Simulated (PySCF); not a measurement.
# AgN₂H₆+: NMR shieldings

Aim: compute the NMR shieldings of AgN₂H₆+ (`[NH3]->[Ag+]<-[NH3]`).

Programs: PySCF 2.14.0, with routines of our own; each step states its level. All values are computed. Atoms count from 0.

### Step 1. The starting structure

9 atoms, charge 1, multiplicity 1; geometry from: GFN2-xTB.

### Step 2. NMR shieldings: PBE/pcSseg-1 Ag:us-x2c-TZVPall-2c, spin–orbit

What the job is given:

```
{"job": {"xc": "PBE", "basis": {"default": "pcSseg-1", "Ag": "us-x2c-TZVPall-2c"}, "rel": "so", "kind": "hnmr"}, "charge": 1, "multiplicity": 1}
Ag     0.004610     0.003230    -0.000030
N     -0.003720    -0.015450     2.265100
H     -0.418880     0.827040     2.660730
H      0.933810    -0.084110     2.658850
H     -0.531760    -0.800240     2.644910
N      0.004230     0.015960    -2.265030
H     -0.937910     0.018600    -2.653880
H      0.474320    -0.798090    -2.659040
H      0.475300     0.833060    -2.651620
```

Method: PBE/pcSseg-1 Ag:us-x2c-TZVPall-2c GIAO NMR shielding, X2C with spin-orbit coupling, screened-nuclear two-electron part, Gaussian nuclei, gas phase.

Launch:

```sh
OMP_NUM_THREADS=1 python heavy_run.py task.json out
```

One launch serves the whole session: the jobs run in the order shown.

Output:

```text
spin-free SCF
coarse grid: 33280 points
cycle   1  E = -5427.8111683374  dE = -5.334e-02  |g| = 8.165e-01  |ddm| = 6.312e+00
cycle   2  E = -5427.5282347158  dE =  2.829e-01  |g| = 1.716e+00  |ddm| = 1.260e+00
cycle   3  E = -5427.9001090769  dE = -3.719e-01  |g| = 7.347e-02  |ddm| = 9.049e-01
cycle   4  E = -5427.9001865567  dE = -7.748e-05  |g| = 7.277e-02  |ddm| = 9.339e-02
cycle   5  E = -5427.9009406481  dE = -7.541e-04  |g| = 1.569e-02  |ddm| = 4.843e-02
cycle   6  E = -5427.9009821877  dE = -4.154e-05  |g| = 1.752e-03  |ddm| = 8.660e-03
cycle   7  E = -5427.9009826535  dE = -4.658e-07  |g| = 2.722e-04  |ddm| = 1.558e-03
final grid: 68656 points
cycle   8  E = -5427.8989366606  dE = -1.133e-06  |g| = 2.360e-03  |ddm| = 8.094e-04
cycle   9  E = -5427.8989364954  dE =  1.652e-07  |g| = 1.418e-03  |ddm| = 1.026e-03
cycle  10  E = -5427.8989363934  dE =  1.020e-07  |g| = 1.790e-03  |ddm| = 1.449e-03
cycle  11  E = -5427.8989367069  dE = -3.135e-07  |g| = 4.971e-05  |ddm| = 7.487e-04
cycle  12  E = -5427.8989367073  dE = -4.802e-10  |g| = 1.045e-05  |ddm| = 4.602e-05
converged SCF energy = -5427.8989367073
two-component SCF
cycle   1  E = -5427.4583225314  dE = -5.427e+03  |FDS-SDF| = 3.444e+01
cycle   2  E = -5428.4513024115  dE = -9.930e-01  |FDS-SDF| = 4.712e-02
cycle   3  E = -5428.4513055742  dE = -3.163e-06  |FDS-SDF| = 6.826e-03
cycle   4  E = -5428.4513058460  dE = -2.718e-07  |FDS-SDF| = 2.273e-03
cycle   5  E = -5428.4513058587  dE = -1.262e-08  |FDS-SDF| = 1.096e-03
cycle   6  E = -5428.4513059968  dE = -1.382e-07  |FDS-SDF| = 8.581e-05
cycle   7  E = -5428.4513059978  dE = -9.268e-10  |FDS-SDF| = 3.667e-05
converged, E = -5428.4513059978

Field gradients (au) and densities at the nuclei (bohr^-3)
atom        Vxx        Vyy        Vzz        centre      nuclear mean
  0 Ag     0.7479     0.7480    -1.4959     131221.192     130675.990
  1 N      0.2377     0.2383    -0.4761        185.470        185.470
  2 H     -0.1718    -0.2027     0.3744          0.362          0.362
  3 H     -0.1717    -0.2026     0.3744          0.362          0.362
  4 H     -0.1716    -0.2024     0.3740          0.362          0.362
  5 N      0.2379     0.2382    -0.4760        185.470        185.470
  6 H     -0.1717    -0.2025     0.3742          0.362          0.362
  7 H     -0.1716    -0.2025     0.3741          0.362          0.362
  8 H     -0.1716    -0.2025     0.3740          0.362          0.362
without picture change
  0 Ag                          -1.8808                    253269.632

Core orbital energies (eV)
atom   shell        mean    spread
  0 Ag 1s       -25290.501   0.000
  0 Ag 2s        -3728.324   0.000
  0 Ag 3s         -687.602   0.000
  0 Ag 4s          -99.832   0.000
  0 Ag 2p1/2     -3464.474   0.000
  0 Ag 2p3/2     -3290.302   0.022
  0 Ag 3p1/2      -582.875   0.000
  0 Ag 3p3/2      -552.030   0.112
  0 Ag 4p1/2       -66.934   0.000
  0 Ag 4p3/2       -61.848   0.055
  0 Ag 3d3/2      -366.684   0.106
  0 Ag 3d5/2      -360.598   0.138

vertical triplet (scalar unrestricted SCF): 4.567 eV

Shielding tensors (ppm)
atom      isotropic    diamagn.    paramagn.     s11        s22        s33       span
  0 Ag     4475.18     4379.57       95.61    3966.27    3966.33    5492.95    1526.68
  1 N       257.00      311.09      -54.09     237.33     266.81     266.85      29.52
  2 H        29.34       27.18        2.16      21.12      25.15      41.74      20.61
  3 H        29.34       27.17        2.17      21.13      25.14      41.74      20.62
  4 H        29.33       27.19        2.15      21.11      25.16      41.72      20.61
  5 N       256.99      311.09      -54.10     237.32     266.79     266.85      29.53
  6 H        29.34       27.19        2.15      21.12      25.16      41.73      20.61
  7 H        29.33       27.18        2.16      21.12      25.15      41.73      20.61
  8 H        29.33       27.16        2.17      21.12      25.14      41.74      20.61
```

Wall time 29 s (1 thread of Arm Neoverse V2, shared host); peak memory 0.88 GiB.

From this job:

```tsv
quantity	value
energy from spin-orbit coupling	-0.5524 Eh
```

### Step 3. NMR shieldings: PBE/pcSseg-1 Ag:us-x2c-TZVPall-2c, spin-free

Settings changed since step 2:

```diff
@@ -1,2 +1,2 @@
-{"job": {"xc": "PBE", "basis": {"default": "pcSseg-1", "Ag": "us-x2c-TZVPall-2c"}, "rel": "so", "kind": "hnmr"}, "charge": 1, "multiplicity": 1}
+{"job": {"xc": "PBE", "basis": {"default": "pcSseg-1", "Ag": "us-x2c-TZVPall-2c"}, "rel": "sf", "kind": "hnmr"}, "charge": 1, "multiplicity": 1}
 Ag     0.004610     0.003230    -0.000030
```

With the program's defaults for keys left out, this is: PBE/pcSseg-1 Ag:us-x2c-TZVPall-2c GIAO NMR shielding, spin-free X2C, Gaussian nuclei, gas phase.

Output:

```text
spin-free SCF
coarse grid: 33280 points
cycle   1  E = -5427.8111683374  dE = -5.334e-02  |g| = 8.165e-01  |ddm| = 6.312e+00
cycle   2  E = -5427.5282347158  dE =  2.829e-01  |g| = 1.716e+00  |ddm| = 1.260e+00
cycle   3  E = -5427.9001090769  dE = -3.719e-01  |g| = 7.347e-02  |ddm| = 9.049e-01
cycle   4  E = -5427.9001865567  dE = -7.748e-05  |g| = 7.277e-02  |ddm| = 9.339e-02
cycle   5  E = -5427.9009406481  dE = -7.541e-04  |g| = 1.569e-02  |ddm| = 4.843e-02
cycle   6  E = -5427.9009821877  dE = -4.154e-05  |g| = 1.752e-03  |ddm| = 8.660e-03
cycle   7  E = -5427.9009826535  dE = -4.658e-07  |g| = 2.722e-04  |ddm| = 1.558e-03
final grid: 68656 points
cycle   8  E = -5427.8989366606  dE = -1.133e-06  |g| = 2.360e-03  |ddm| = 8.094e-04
cycle   9  E = -5427.8989364954  dE =  1.652e-07  |g| = 1.418e-03  |ddm| = 1.026e-03
cycle  10  E = -5427.8989363934  dE =  1.020e-07  |g| = 1.790e-03  |ddm| = 1.449e-03
cycle  11  E = -5427.8989367069  dE = -3.135e-07  |g| = 4.971e-05  |ddm| = 7.487e-04
cycle  12  E = -5427.8989367073  dE = -4.802e-10  |g| = 1.045e-05  |ddm| = 4.602e-05
converged SCF energy = -5427.8989367073
check of the scalar solution
cycle   1  E = -5427.8989367074  dE = -5.428e+03  |FDS-SDF| = 1.543e+00
cycle   2  E = -5427.8990695974  dE = -1.329e-04  |FDS-SDF| = 1.245e-03
cycle   3  E = -5427.8990695973  dE =  1.146e-10  |FDS-SDF| = 4.637e-05
converged, E = -5427.8990695973

Field gradients (au) and densities at the nuclei (bohr^-3)
atom        Vxx        Vyy        Vzz        centre      nuclear mean
  0 Ag     0.7426     0.7427    -1.4853     131161.054     130615.857
  1 N      0.2380     0.2385    -0.4765        185.470        185.470
  2 H     -0.1718    -0.2027     0.3744          0.362          0.362
  3 H     -0.1717    -0.2027     0.3744          0.362          0.362
  4 H     -0.1716    -0.2025     0.3741          0.362          0.362
  5 N      0.2381     0.2384    -0.4765        185.470        185.470
  6 H     -0.1717    -0.2026     0.3742          0.362          0.362
  7 H     -0.1716    -0.2025     0.3741          0.362          0.362
  8 H     -0.1716    -0.2025     0.3740          0.362          0.362
without picture change
  0 Ag                          -1.8800                    253276.553

Core orbital energies (eV)
atom   shell        mean    spread
  0 Ag 1s       -25291.589   0.000
  0 Ag 2s        -3728.517   0.000
  0 Ag 3s         -687.635   0.000
  0 Ag 4s          -99.831   0.000
  0 Ag 2p        -3346.538   0.032
  0 Ag 3p         -561.993   0.168
  0 Ag 4p          -63.477   0.078
  0 Ag 3d         -363.038   0.159

Shielding tensors (ppm)
atom      isotropic    diamagn.    paramagn.     s11        s22        s33       span
  0 Ag     3682.19     4716.03    -1033.83    3124.01    3124.07    4798.50    1674.50
  1 N       259.87      310.82      -50.95     236.51     271.53     271.57      35.07
  2 H        29.31       27.18        2.13      21.08      25.03      41.82      20.74
  3 H        29.31       27.17        2.14      21.08      25.02      41.83      20.74
  4 H        29.31       27.19        2.12      21.07      25.04      41.81      20.74
  5 N       259.85      310.82      -50.97     236.49     271.51     271.56      35.07
  6 H        29.31       27.19        2.12      21.07      25.04      41.81      20.74
  7 H        29.31       27.18        2.13      21.07      25.03      41.82      20.74
  8 H        29.31       27.16        2.14      21.08      25.02      41.82      20.74
```

Run time: 8.9 s. Hardware: 1 thread of Arm Neoverse V2, shared host; peak memory 0.85 GiB.

### Step 4. NMR shieldings: PBE/pcSseg-1 Ag:us-x2c-TZVPall-2c in water, spin–orbit

Settings changed since step 3:

```diff
@@ -1,2 +1,2 @@
-{"job": {"xc": "PBE", "basis": {"default": "pcSseg-1", "Ag": "us-x2c-TZVPall-2c"}, "rel": "sf", "kind": "hnmr"}, "charge": 1, "multiplicity": 1}
+{"job": {"xc": "PBE", "basis": {"default": "pcSseg-1", "Ag": "us-x2c-TZVPall-2c"}, "rel": "so", "solvent": "water", "kind": "hnmr"}, "charge": 1, "multiplicity": 1}
 Ag     0.004610     0.003230    -0.000030
```

Method: PBE/pcSseg-1 Ag:us-x2c-TZVPall-2c GIAO NMR shielding, X2C with spin-orbit coupling, screened-nuclear two-electron part, Gaussian nuclei, IEF-PCM water.

Output:

```text
spin-free SCF
coarse grid: 33280 points
cycle   1  E = -5427.9028292847  dE = -1.440e-01  |g| = 8.174e-01  |ddm| = 6.311e+00
cycle   2  E = -5427.6127079796  dE =  2.901e-01  |g| = 1.728e+00  |ddm| = 1.296e+00
cycle   3  E = -5427.9919807418  dE = -3.793e-01  |g| = 7.055e-02  |ddm| = 9.044e-01
cycle   4  E = -5427.9920432773  dE = -6.254e-05  |g| = 7.186e-02  |ddm| = 9.319e-02
cycle   5  E = -5427.9927365941  dE = -6.933e-04  |g| = 1.736e-02  |ddm| = 4.656e-02
cycle   6  E = -5427.9927916516  dE = -5.506e-05  |g| = 7.791e-04  |ddm| = 1.068e-02
cycle   7  E = -5427.9927917721  dE = -1.204e-07  |g| = 6.477e-05  |ddm| = 7.026e-04
final grid: 68656 points
cycle   8  E = -5427.9907455512  dE = -1.161e-06  |g| = 2.283e-03  |ddm| = 7.872e-04
cycle   9  E = -5427.9907455497  dE =  1.523e-09  |g| = 1.101e-04  |ddm| = 1.053e-04
cycle  10  E = -5427.9907455436  dE =  6.019e-09  |g| = 2.081e-04  |ddm| = 2.076e-04
cycle  11  E = -5427.9907455519  dE = -8.302e-09  |g| = 3.954e-06  |ddm| = 1.395e-04
converged SCF energy = -5427.9907455519
two-component SCF
cycle   1  E = -5427.5501290740  dE = -5.428e+03  |FDS-SDF| = 3.444e+01
cycle   2  E = -5428.5431190268  dE = -9.930e-01  |FDS-SDF| = 4.711e-02
cycle   3  E = -5428.5431222128  dE = -3.186e-06  |FDS-SDF| = 6.721e-03
cycle   4  E = -5428.5431225372  dE = -3.244e-07  |FDS-SDF| = 1.919e-03
cycle   5  E = -5428.5431225605  dE = -2.330e-08  |FDS-SDF| = 6.863e-04
cycle   6  E = -5428.5431226276  dE = -6.706e-08  |FDS-SDF| = 8.385e-05
cycle   7  E = -5428.5431226282  dE = -5.921e-10  |FDS-SDF| = 5.430e-05
converged, E = -5428.5431226282

Field gradients (au) and densities at the nuclei (bohr^-3)
atom        Vxx        Vyy        Vzz        centre      nuclear mean
  0 Ag     0.7489     0.7490    -1.4978     131221.464     130676.261
  1 N      0.2275     0.2279    -0.4554        185.470        185.470
  2 H     -0.1717    -0.2021     0.3738          0.361          0.361
  3 H     -0.1717    -0.2021     0.3737          0.361          0.361
  4 H     -0.1715    -0.2019     0.3734          0.361          0.361
  5 N      0.2276     0.2278    -0.4554        185.470        185.470
  6 H     -0.1716    -0.2020     0.3736          0.361          0.361
  7 H     -0.1716    -0.2019     0.3735          0.361          0.361
  8 H     -0.1715    -0.2019     0.3734          0.361          0.361
without picture change
  0 Ag                          -1.8846                    253270.164

Core orbital energies (eV)
atom   shell        mean    spread
  0 Ag 1s       -25285.815   0.000
  0 Ag 2s        -3723.641   0.000
  0 Ag 3s         -682.918   0.000
  0 Ag 4s          -95.140   0.000
  0 Ag 2p1/2     -3459.791   0.000
  0 Ag 2p3/2     -3285.619   0.021
  0 Ag 3p1/2      -578.191   0.000
  0 Ag 3p3/2      -547.345   0.110
  0 Ag 4p1/2       -62.240   0.000
  0 Ag 4p3/2       -57.153   0.055
  0 Ag 3d3/2      -362.000   0.104
  0 Ag 3d5/2      -355.914   0.135

Shielding tensors (ppm)
atom      isotropic    diamagn.    paramagn.     s11        s22        s33       span
  0 Ag     4444.14     4379.64       64.50    3919.74    3919.79    5492.89    1573.14
  1 N       257.64      310.57      -52.93     237.88     267.50     267.54      29.66
  2 H        29.26       27.04        2.21      20.98      25.07      41.72      20.74
  3 H        29.26       27.03        2.22      20.98      25.06      41.72      20.74
  4 H        29.25       27.05        2.20      20.97      25.08      41.70      20.73
  5 N       257.63      310.57      -52.94     237.87     267.48     267.53      29.67
  6 H        29.25       27.05        2.20      20.97      25.08      41.71      20.74
  7 H        29.25       27.04        2.21      20.97      25.07      41.71      20.74
  8 H        29.25       27.03        2.22      20.98      25.06      41.71      20.73
```

Run time: 25 s. Hardware: 1 thread of Arm Neoverse V2, shared host; peak memory 0.95 GiB.

Key values:

```tsv
quantity	value
energy from spin-orbit coupling	-0.5524 Eh
```

[end of part 1 of 2]
